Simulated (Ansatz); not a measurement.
# Cl2H2HfSe2: one molecule under many settings

Aim: run Cl2H2HfSe2 under a spread of inputs, and see what each costs and gives.

Method: the settings change from run to run; program: Ansatz 0.2.0, Gaussian basis.

### Step 1. The geometry

The structure was relaxed beforehand with PBE0-D4 in a triple-zeta def2 set. Hf takes a core potential in def2 sets; no spin-orbit term is included.

SMILES `[Cl][Hf]([Cl])([SeH])[SeH]`, 7 atoms, charge 0, spin multiplicity 1.

Atoms are counted from 1 here; the program's logs count them from 0.

Bond lengths: Cl1–Hf2 2.327 Å, Hf2–Cl3 2.322 Å, Hf2–Se4 2.545 Å, Hf2–Se5 2.552 Å, Se4–H6 1.476 Å, Se5–H7 1.476 Å. Angles: Cl1–Hf2–Cl3 112.0°, Cl1–Hf2–Se4 111.7°, Cl1–Hf2–Se5 109.3°, Cl3–Hf2–Se4 108.6°, Cl3–Hf2–Se5 110.7°, Se4–Hf2–Se5 104.3°, Hf2–Se4–H6 86.2°, Hf2–Se5–H7 88.7°.

Geometry (Å):

```mol
Cl2H2HfSe2
  3D, bonds by distance, orders not assigned

  7  6  0  0  0  0  0  0  0  0999 V2000
   -2.1152   -0.9236    0.6410 Cl  0  0
    0.0357   -0.4519   -0.1108 Hf  0  0
    1.3466   -2.3632   -0.2538 Cl  0  0
    0.0074    0.6846   -2.3874 Se  0  0
    1.1134    1.2666    1.4374 Se  0  0
   -1.1887    1.4027   -1.9053 H   0  0
    0.8008    0.3849    2.5789 H   0  0
  1  2  8  0
  2  3  8  0
  2  4  8  0
  2  5  8  0
  4  6  8  0
  5  7  8  0
M  END
```

### Step 2. PBE/def2-TZVP

This run has multiplicity 3, coordinates scaled by 0.92, high accuracy.

Input file in.yaml:

```yaml
crystal:
  periodic: [false, false, false]
  atoms:
    - {symbol: Cl, position_ang: [-1.945966, -0.849744, 0.589720]}
    - {symbol: Hf, position_ang: [0.032802, -0.415746, -0.101905]}
    - {symbol: Cl, position_ang: [1.238910, -2.174179, -0.233516]}
    - {symbol: Se, position_ang: [0.006797, 0.629851, -2.196436]}
    - {symbol: Se, position_ang: [1.024339, 1.165247, 1.322376]}
    - {symbol: H, position_ang: [-1.093590, 1.290441, -1.752843]}
    - {symbol: H, position_ang: [0.736717, 0.354131, 2.372604]}
basis:
  gaussian: {orbitals: def2-TZVP}
magnetization: {spin_polarized: true, initial_magnetization: 2}
hamiltonian: {xc: {name: PBE}}
accuracy: high
```

Command:

```bash
$ ansatz run in.yaml --threads 4 --pin off --events-out ev --progress --plain --max-ram 11315MiB
```

Standard output:

```text
Functional definition: PBE
  name "PBE"
  cite "Perdew, Burke & Ernzerhof, Phys. Rev. Lett. 77, 3865 (1996) doi:10.1103/PhysRevLett.77.3865"
  parent pbe
  parameter kappa = 0.804
  parameter beta = 0.06672455060314922
  exchange = pbe_x(kappa = kappa, mu = beta*pi^2/3)
  correlation = pbe_c(beta = beta)
3624 factors; integrals over basis functions are off by at most 1.2e-6 eV
mean field evaluation 1: about -157049.8454 eV, gradient 3.4e1 eV
mean field evaluation 2: about -157018.3821 eV, gradient 7.4e1 eV
mean field evaluation 4: about -157052.6809 eV, gradient 2.1e1 eV
mean field evaluation 8: about -157056.1683 eV, gradient 1.0e0 eV
mean field evaluation 16: about -157056.1762 eV, gradient 8.8e-2 eV
mean field evaluation 32: about -157054.9155 eV, gradient 4.9e0 eV
mean field evaluation 64: about -157056.0251 eV, gradient 1.2e0 eV
mean field evaluation 96: about -157055.9094 eV, gradient 9.1e-1 eV
mean field -157056.17653652 eV, -5771.7080312171 hartree, gradient 4.3e-8 eV, S^2 2.003073; 10 other end points of the search recorded, 0 dependent functions left out
reference -157056.17654020 eV, -5771.7080313525 hartree; 59, 57 occupied and 163, 165 virtual orbitals, 3624 factors
Total energy: -157056.17654020 eV, -5771.7080313525 hartree
```

Run time: 66 s. Hardware: 4 threads of Arm Neoverse V1, shared host; peak memory 1.5 GiB.

⟨S²⟩ 2.003.

### Step 3. MP2/def2-SVPD

Set apart from the defaults: the search for lower states set to off.

Input file in.yaml:

```yaml
crystal:
  periodic: [false, false, false]
  atoms:
    - {symbol: Cl, position_ang: [-2.115180, -0.923635, 0.641000]}
    - {symbol: Hf, position_ang: [0.035654, -0.451898, -0.110766]}
    - {symbol: Cl, position_ang: [1.346641, -2.363238, -0.253821]}
    - {symbol: Se, position_ang: [0.007388, 0.684621, -2.387431]}
    - {symbol: Se, position_ang: [1.113412, 1.266573, 1.437365]}
    - {symbol: H, position_ang: [-1.188685, 1.402653, -1.905264]}
    - {symbol: H, position_ang: [0.800780, 0.384924, 2.578917]}
basis:
  gaussian: {orbitals: def2-SVPD}
hamiltonian: {xc: {name: HF}}
correlation: {method: mp2}
scf: {lower_state_search: off}
output: {forces: true}
```

Same command.

Standard output (excerpt; [...] marks lines left out):

```text
Functional definition: HF
  name "HF"
  cite "Fock, Z. Phys. 61, 126 (1930) doi:10.1007/BF01340294"
  parent pbe
[...]
1750 factors; integrals over basis functions are off by at most 9.8e-4 eV
[...]
mean field -156920.56995826 eV, -5766.7245813837 hartree, gradient 2.2e-6 eV, S^2 0.000000; 0 other end points of the search recorded, 0 dependent functions left out
28 core orbitals not correlated: weight in the atoms' cores, before any rotation towards them, 1.000 or more for the frozen orbitals, at most 0.000 for the correlated occupied ones
reference -156920.56995826 eV, -5766.7245813837 hartree; 30, 30 occupied and 129, 129 virtual orbitals, 1750 factors
second order -27.52476438 eV of doubles, -0.00000000 eV of singles
[...]
Total energy: -156948.09472265 eV, -5767.7360978178 hartree
Atom 0 at    -2.115180    -0.923635     0.641000 Å, force    -0.276927    -0.050061     0.097079 eV/Å
Atom 1 at     0.035654    -0.451898    -0.110766 Å, force     0.079368     0.265723    -0.093755 eV/Å
Atom 2 at     1.346641    -2.363238    -0.253821 Å, force     0.171762    -0.239292    -0.032644 eV/Å
Atom 3 at     0.007388     0.684621    -2.387431 Å, force    -0.102988     0.068157     0.050697 eV/Å
Atom 4 at     1.113412     1.266573     1.437365 Å, force    -0.013769    -0.049879     0.127771 eV/Å
Atom 5 at    -1.188685     1.402653    -1.905264 Å, force     0.119548    -0.080531    -0.028747 eV/Å
Atom 6 at     0.800780     0.384924     2.578917 Å, force     0.023006     0.085883    -0.120403 eV/Å
Dipole moment:    -0.081971     0.083162     0.020271 e Å
Checks for a lower state left out: starts, cluster_reference, orbital_swaps, neighbouring_geometries, increment
```

Run time: 12 s. Hardware: 4 threads of Arm Neoverse V1, shared host; peak memory 0.7 GiB.

Largest force 0.298 eV/Å, dipole 0.57 D.

### Step 4. r2SCAN/def2-TZVPD

Options: a point charge of 0.50 e beside it, D3(BJ) dispersion, the search for lower states set to light.

in.yaml, as its differences from that of step 3:

```diff
@@ -11,6 +11,5 @@
 basis:
-  gaussian: {orbitals: def2-SVPD}
-hamiltonian: {xc: {name: HF}}
-correlation: {method: mp2}
-scf: {lower_state_search: off}
+  gaussian: {orbitals: def2-TZVPD, point_charges: [{charge: 0.50, position_ang: [4.041, -0.474, 0.116]}]}
+hamiltonian: {xc: {name: r2SCAN}, dispersion: d3bj}
+scf: {lower_state_search: light}
 output: {forces: true}
```

The command is unchanged.

Standard output (excerpt; [...] marks lines left out):

```text
Warning: the engine holds no damping parameters fitted to this dispersion correction and functional, so the run takes those fitted to r2scan beside the three-body term, which d3bj leaves out (hamiltonian.dispersion, under Limitations)
Functional definition: r2SCAN
  name "r2SCAN"
  cite "Furness, Kaplan, Ning, Perdew & Sun, J. Phys. Chem. Lett. 11, 8208 (2020) doi:10.1021/acs.jpclett.0c02405"
  cite "Furness, Kaplan, Ning, Perdew & Sun, J. Phys. Chem. Lett. 11, 9248 (2020) doi:10.1021/acs.jpclett.0c03077"
  parent r2scan
[...]
1875 factors; their error is unknown
[...]
mean field -157090.77513017 eV, -5772.9795060821 hartree, gradient 2.2e-5 eV, S^2 0.000000; 0 other end points of the search recorded, 0 dependent functions left out
[...]
reference -157090.77516174 eV, -5772.9795072422 hartree; 58, 58 occupied and 209, 209 virtual orbitals, 1875 factors
Total energy: -157090.86001387 eV, -5772.9826255006 hartree
Atom 0 at    -2.115180    -0.923635     0.641000 Å, force     0.095338     0.025371    -0.015268 eV/Å
Atom 1 at     0.035654    -0.451898    -0.110766 Å, force    -0.624542     0.129564    -0.098010 eV/Å
Atom 2 at     1.346641    -2.363238    -0.253821 Å, force     0.363972    -0.203154    -0.026045 eV/Å
Atom 3 at     0.007388     0.684621    -2.387431 Å, force     0.029250    -0.017137     0.008470 eV/Å
Atom 4 at     1.113412     1.266573     1.437365 Å, force     0.234632     0.064173     0.050364 eV/Å
Atom 5 at    -1.188685     1.402653    -1.905264 Å, force     0.018837     0.002745     0.005335 eV/Å
Atom 6 at     0.800780     0.384924     2.578917 Å, force     0.023160    -0.004351     0.010609 eV/Å
Dipole moment:    -0.516234     0.112912    -0.006328 e Å
```

Run time: 12 s. Hardware: 4 threads of Arm Neoverse V1, shared host; peak memory 0.59 GiB.

Largest force 0.645 eV/Å, dipole 2.54 D.

### Step 5. revPBE0/def2-mTZVPP

This run has a point charge of -1.00 e beside it, D3(BJ) dispersion, relativity set to scalar, high accuracy.

in.yaml, as its differences from that of step 4:

```diff
@@ -11,5 +11,4 @@
 basis:
-  gaussian: {orbitals: def2-TZVPD, point_charges: [{charge: 0.50, position_ang: [4.041, -0.474, 0.116]}]}
-hamiltonian: {xc: {name: r2SCAN}, dispersion: d3bj}
-scf: {lower_state_search: light}
-output: {forces: true}
+  gaussian: {orbitals: def2-mTZVPP, point_charges: [{charge: -1.00, position_ang: [6.009, 0.360, -0.402]}]}
+hamiltonian: {xc: {name: revPBE0}, dispersion: d3bj, pseudopotentials: {relativity: scalar}}
+accuracy: high
```

Launched as before.

Standard output (excerpt; [...] marks lines left out):

```text
Functional definition: revPBE0
  name "revPBE0"
  cite "Zhang & Yang, Phys. Rev. Lett. 80, 890 (1998) doi:10.1103/PhysRevLett.80.890"
  cite "Adamo & Barone, J. Chem. Phys. 110, 6158 (1999) doi:10.1063/1.478522"
  cite "Perdew, Burke & Ernzerhof, Phys. Rev. Lett. 77, 3865 (1996) doi:10.1103/PhysRevLett.77.3865"
[...]
3189 factors; integrals over basis functions are off by at most 8.5e-8 eV
[...]
mean field -158342.50802056 eV, -5818.9798413487 hartree, gradient 1.2e-8 eV, S^2 0.000000; 0 other end points of the search recorded, 0 dependent functions left out
reference -158342.50802423 eV, -5818.9798414838 hartree; 58, 58 occupied and 114, 114 virtual orbitals, 3189 factors
Total energy: -158343.04292526 eV, -5818.9994987338 hartree
Relativity: scalar
```

It took 12 s on 4 threads of Arm Neoverse V1, shared host; peak memory 1.1 GiB.

### Step 6. wB97M-V/def2-SVP

Options: relativity set to none.

in.yaml, as its differences from that of step 5:

```diff
@@ -11,4 +11,3 @@
 basis:
-  gaussian: {orbitals: def2-mTZVPP, point_charges: [{charge: -1.00, position_ang: [6.009, 0.360, -0.402]}]}
-hamiltonian: {xc: {name: revPBE0}, dispersion: d3bj, pseudopotentials: {relativity: scalar}}
-accuracy: high
+  gaussian: {orbitals: def2-SVP}
+hamiltonian: {xc: {name: wB97M-V}, pseudopotentials: {relativity: none}}
```

The command is unchanged.

Standard output (excerpt; [...] marks lines left out):

```text
Functional definition: wB97M-V
  name "wB97M-V"
  cite "Mardirossian & Head-Gordon, J. Chem. Phys. 144, 214110 (2016) doi:10.1063/1.4952647"
  cite "Becke, J. Chem. Phys. 107, 8554 (1997) doi:10.1063/1.475007"
  cite "Vydrov & Van Voorhis, J. Chem. Phys. 133, 244103 (2010) doi:10.1063/1.3521275"
  # Of w^i u^j: cxij and so on, Table III.
[...]
  gx(w, u) = 1 - cx + cx01*u + cx10*w
  gss(w, u) = css00 + css04*u^4 + css10*w + css20*w^2 + css43*w^4*u^3
  gos(w, u) = cos00 + cos10*w + (cos20 + cos21*u)*w^2 + (cos60 + cos61*u)*w^6
[...]
      + integral(e_c_pw_mod_opposite_spin*gos(b97_w_opposite, b97_u_opposite)) + vv10(b, c)
1360 factors; integrals over basis functions are off by at most 8.3e-4 eV
295 factors; integrals over basis functions are off by at most 1.5e-5 eV
[...]
mean field -157056.44306561 eV, -5771.7178259805 hartree, gradient 3.7e-5 eV, S^2 0.000000; 0 other end points of the search recorded, 0 dependent functions left out
reference -157056.44314873 eV, -5771.7178290352 hartree; 58, 58 occupied and 84, 84 virtual orbitals, 1360 factors
Total energy: -157056.44314873 eV, -5771.7178290352 hartree
```

Wall time 13 s (4 threads of Arm Neoverse V1, shared host); peak memory 0.64 GiB.

### Step 7. HF/def2-TZVPD

This run has charge +1, multiplicity 2, the search for lower states set to full.

in.yaml, as its differences from that of step 6:

```diff
@@ -11,3 +11,7 @@
 basis:
-  gaussian: {orbitals: def2-SVP}
-hamiltonian: {xc: {name: wB97M-V}, pseudopotentials: {relativity: none}}
+  gaussian: {orbitals: def2-TZVPD}
+total_charge: 1
+magnetization: {spin_polarized: true, initial_magnetization: 1}
+hamiltonian: {xc: {name: HF}}
+scf: {lower_state_search: full}
+output: {forces: true}
```

The command is unchanged.

Standard output (excerpt; [...] marks lines left out):

```text
Functional definition: HF
  name "HF"
  cite "Fock, Z. Phys. 61, 126 (1930) doi:10.1007/BF01340294"
  parent pbe
[...]
2340 factors; their error is unknown
[...]
mean field -156936.65298626 eV, -5767.3156217611 hartree, gradient 1.9e-5 eV, S^2 0.761760; 8 other end points of the search recorded, 0 dependent functions left out
[...]
reference -156936.65298626 eV, -5767.3156217611 hartree; 58, 57 occupied and 209, 210 virtual orbitals, 2340 factors
Total energy: -156936.65298626 eV, -5767.3156217611 hartree
Atom 0 at    -2.115180    -0.923635     0.641000 Å, force     0.232972     0.246866     0.113689 eV/Å
Atom 1 at     0.035654    -0.451898    -0.110766 Å, force    -1.595919    -2.771110    -2.605109 eV/Å
Atom 2 at     1.346641    -2.363238    -0.253821 Å, force     0.021303     0.352382     0.183521 eV/Å
Atom 3 at     0.007388     0.684621    -2.387431 Å, force    -0.154596     0.183532     0.325200 eV/Å
Atom 4 at     1.113412     1.266573     1.437365 Å, force     1.234816     1.831632     2.087630 eV/Å
Atom 5 at    -1.188685     1.402653    -1.905264 Å, force     0.135626    -0.066704    -0.188059 eV/Å
Atom 6 at     0.800780     0.384924     2.578917 Å, force     0.125797     0.223402     0.083128 eV/Å
Dipole moment:     0.395714     0.736427     1.004310 e Å
```

It took 2.3 min on 4 threads of Arm Neoverse V1, shared host; peak memory 2.6 GiB.

Largest force 4.125 eV/Å, ⟨S²⟩ 0.762.

### Step 8. BLYP/ANO-RCC-VTZP

This run has the search for lower states set to light.

in.yaml, as its differences from that of step 7:

```diff
@@ -11,7 +11,4 @@
 basis:
-  gaussian: {orbitals: def2-TZVPD}
-total_charge: 1
-magnetization: {spin_polarized: true, initial_magnetization: 1}
-hamiltonian: {xc: {name: HF}}
-scf: {lower_state_search: full}
-output: {forces: true}
+  gaussian: {orbitals: ANO-RCC-VTZP}
+hamiltonian: {xc: {name: BLYP}}
+scf: {lower_state_search: light}
```

Launched as before.

Standard output:

```text
Functional definition: BLYP
  name "BLYP"
  cite "Becke, Phys. Rev. A 38, 3098 (1988) doi:10.1103/PhysRevA.38.3098"
  cite "Lee, Yang & Parr, Phys. Rev. B 37, 785 (1988) doi:10.1103/PhysRevB.37.785"
  parameter beta = 0.0042
  parameter a = 0.04918
  parameter b = 0.132
  parameter c = 0.2533
  parameter d = 0.349
  exchange = b88_x(beta = beta)
  correlation = lyp_c(a = a, b = b, c = c, d = d)
2563 factors; their error is unknown
mean field evaluation 1: about -567784.8245 eV, gradient 7.4e1 eV
mean field evaluation 2: about -567750.9145 eV, gradient 2.1e2 eV
mean field evaluation 4: about -567788.0418 eV, gradient 1.9e1 eV
mean field evaluation 8: about -567788.9111 eV, gradient 1.6e-1 eV
mean field evaluation 16: about -567788.8471 eV, gradient 2.6e-4 eV
mean field -567788.84706706 eV, -20865.8552686112 hartree, gradient 3.1e-5 eV, S^2 0.000000; 0 other end points of the search recorded, 0 dependent functions left out
reference -567788.84748968 eV, -20865.8552841423 hartree; 88, 88 occupied and 198, 198 virtual orbitals, 2563 factors
Total energy: -567788.84748968 eV, -20865.8552841423 hartree
Relativity: scalar
```

Run time: 15 s. Hardware: 4 threads of Arm Neoverse V1, shared host; peak memory 1.2 GiB.

### Step 9. B97M-V/def2-TZVP

Set apart from the defaults: multiplicity 3, atoms shaken by 0.15 Å.

Input file in.yaml:

```yaml
crystal:
  periodic: [false, false, false]
  atoms:
    - {symbol: Cl, position_ang: [-2.362154, -1.009199, 0.947799]}
    - {symbol: Hf, position_ang: [0.108418, -0.291222, -0.216886]}
    - {symbol: Cl, position_ang: [1.261661, -2.430267, -0.236919]}
    - {symbol: Se, position_ang: [-0.070119, 0.929939, -2.453180]}
    - {symbol: Se, position_ang: [1.142472, 1.151520, 1.203248]}
    - {symbol: H, position_ang: [-1.078950, 1.319669, -2.166595]}
    - {symbol: H, position_ang: [1.067636, 0.776866, 2.349831]}
basis:
  gaussian: {orbitals: def2-TZVP}
magnetization: {spin_polarized: true, initial_magnetization: 2}
hamiltonian: {xc: {name: B97M-V}}
output: {forces: true}
```

The command is unchanged.

Standard output (excerpt; [...] marks lines left out):

```text
Functional definition: B97M-V
  name "B97M-V"
  cite "Mardirossian & Head-Gordon, J. Chem. Phys. 142, 074111 (2015) doi:10.1063/1.4907719"
  cite "Becke, J. Chem. Phys. 107, 8554 (1997) doi:10.1063/1.475007"
  cite "Vydrov & Van Voorhis, J. Chem. Phys. 133, 244103 (2010) doi:10.1063/1.3521275"
  # Of w^i u^j: cxij and so on, Table III.
[...]
  gx(w, u) = cx00 + cx01*u + cx02*u^2 + (cx10 + cx11*u)*w
  gss(w, u) = css00 + css02*u^2 + css10*w + (css32*w^3 + css42*w^4)*u^2
  gos(w, u) = cos00 + cos01*u + cos03*u^3 + cos10*w + cos32*w^3*u^2
[...]
      + integral(e_c_pw_mod_opposite_spin*gos(b97_w_opposite, b97_u_opposite)) + vv10(b, c)
1719 factors; their error is unknown
[...]
mean field -157052.87952877 eV, -5771.5868684171 hartree, gradient 1.8e-6 eV, S^2 2.006474; 10 other end points of the search recorded, 0 dependent functions left out
[...]
reference -157052.87959113 eV, -5771.5868707087 hartree; 59, 57 occupied and 163, 165 virtual orbitals, 1719 factors
Total energy: -157052.87959113 eV, -5771.5868707087 hartree
Atom 0 at    -2.362154    -1.009199     0.947799 Å, force     1.710999     0.811120    -0.897438 eV/Å
Atom 1 at     0.108418    -0.291222    -0.216886 Å, force    -3.818947    -6.105496    -0.683554 eV/Å
Atom 2 at     1.261661    -2.430267    -0.236919 Å, force    -0.134596     0.919086    -0.191194 eV/Å
Atom 3 at    -0.070119     0.929939    -2.453180 Å, force    17.079791    -5.700769    -6.329072 eV/Å
Atom 4 at     1.142472     1.151520     1.203248 Å, force     3.381813     6.706604    -7.544038 eV/Å
Atom 5 at    -1.078950     1.319669    -2.166595 Å, force   -17.361626     6.675076     4.696286 eV/Å
Atom 6 at     1.067636     0.776866     2.349831 Å, force    -0.857435    -3.305621    10.949010 eV/Å
Dipole moment:     0.249464     0.712930    -0.387330 e Å
```

Run time: 2.1 min. Hardware: 4 threads of Arm Neoverse V1, shared host; peak memory 1.1 GiB.

Largest force 19.184 eV/Å, dipole 4.08 D, ⟨S²⟩ 2.006.

### Step 10. B2PLYP/def2-TZVP

This run has atoms shaken by 0.03 Å, a point charge of 0.50 e beside it.

Input file in.yaml:

```yaml
crystal:
  periodic: [false, false, false]
  atoms:
    - {symbol: Cl, position_ang: [-2.070653, -0.923533, 0.671550]}
    - {symbol: Hf, position_ang: [0.005490, -0.463715, -0.080660]}
    - {symbol: Cl, position_ang: [1.321046, -2.354567, -0.234109]}
    - {symbol: Se, position_ang: [0.013179, 0.746749, -2.395640]}
    - {symbol: Se, position_ang: [1.157259, 1.260272, 1.492485]}
    - {symbol: H, position_ang: [-1.139487, 1.371781, -1.890766]}
    - {symbol: H, position_ang: [0.803076, 0.386358, 2.607468]}
basis:
  gaussian: {orbitals: def2-TZVP, point_charges: [{charge: 0.50, position_ang: [4.420, 0.838, -0.141]}]}
hamiltonian: {xc: {name: B2PLYP}}
output: {forces: true}
```

Launched as before.

Standard output (excerpt; [...] marks lines left out):

```text
Functional definition: B2PLYP
  name "B2PLYP"
  cite "Grimme, J. Chem. Phys. 124, 034108 (2006) doi:10.1063/1.2148954"
  cite "Becke, Phys. Rev. A 38, 3098 (1988) doi:10.1103/PhysRevA.38.3098"
  cite "Lee, Yang & Parr, Phys. Rev. B 37, 785 (1988) doi:10.1103/PhysRevB.37.785"
[...]
1536 factors; integrals over basis functions are off by at most 9.9e-4 eV
[...]
mean field -157050.41162682 eV, -5771.4961746933 hartree, gradient 3.2e-6 eV, S^2 0.000000; 0 other end points of the search recorded, 0 dependent functions left out
28 core orbitals not correlated: weight in the atoms' cores, before any rotation towards them, 1.000 or more for the frozen orbitals, at most 0.000 for the correlated occupied ones
reference -157050.41181425 eV, -5771.4961815812 hartree; 30, 30 occupied and 164, 164 virtual orbitals, 1536 factors
second order -39.68540731 eV of doubles, -0.00000000 eV of singles
[...]
Total energy: -157061.12687422 eV, -5771.8899527723 hartree
Atom 0 at    -2.070653    -0.923533     0.671550 Å, force    -1.278375    -0.269259     0.457879 eV/Å
Atom 1 at     0.005490    -0.463715    -0.080660 Å, force     1.120229     1.026741    -0.882298 eV/Å
Atom 2 at     1.321046    -2.354567    -0.234109 Å, force     0.292505    -0.386111    -0.039561 eV/Å
Atom 3 at     0.013179     0.746749    -2.395640 Å, force     1.367097    -1.107192    -0.039044 eV/Å
Atom 4 at     1.157259     1.260272     1.492485 Å, force    -0.011413     0.003080    -0.378419 eV/Å
Atom 5 at    -1.139487     1.371781    -1.890766 Å, force    -1.434048     0.870855     0.529417 eV/Å
Atom 6 at     0.803076     0.386358     2.607468 Å, force     0.034101    -0.141033     0.277972 eV/Å
Dipole moment:    -0.513836    -0.107520     0.058327 e Å
```

It took 22 s on 4 threads of Arm Neoverse V1, shared host; peak memory 0.8 GiB.

Largest force 1.760 eV/Å, dipole 2.54 D.

### Step 11. All runs side by side

```csv
level,charge,multiplicity,geometry,functions,energy (eV),time
PBE/def2-TZVP,0,3,scaled,222,-157056.177,66 s
MP2/def2-SVPD,0,1,relaxed,187,-156948.095,12 s
r2SCAN/def2-TZVPD,0,1,"relaxed, point charge",267,-157090.860,12 s
revPBE0/def2-mTZVPP,0,1,"relaxed, point charge",172,-158343.043,12 s
wB97M-V/def2-SVP,0,1,relaxed,142,-157056.443,13 s
HF/def2-TZVPD,1,2,relaxed,267,-156936.653,2.3 min
BLYP/ANO-RCC-VTZP,0,1,relaxed,286,-567788.847,15 s
B97M-V/def2-TZVP,0,3,shaken,222,-157052.880,2.1 min
B2PLYP/def2-TZVP,0,1,"shaken, point charge",222,-157061.127,22 s
```

### Step 12. Summary of results

```
                                         quantity                   value
                                             runs                       9
                                         quickest     MP2/def2-SVPD, 12 s
                                          slowest  HF/def2-TZVPD, 2.3 min
spread of total energies, same state and geometry             410840.8 eV
```

Run time spans a factor of 12, from MP2/def2-SVPD to HF/def2-TZVPD. The jobs differ in tasks and options as well as level. Total energies at one charge and spin differ by 410841 eV between levels, so only differences within one level mean anything. Some of these runs are scalar-relativistic and others not, which shifts the totals of all-electron atoms past neon by several eV an atom and more; core potentials, where a basis has them, take the core out of the total altogether. At the PBE0-D4/def2-TZVP geometry and in the same state, the sound runs without point charges leave forces up to 0.30 eV/Å (MP2/def2-SVPD).
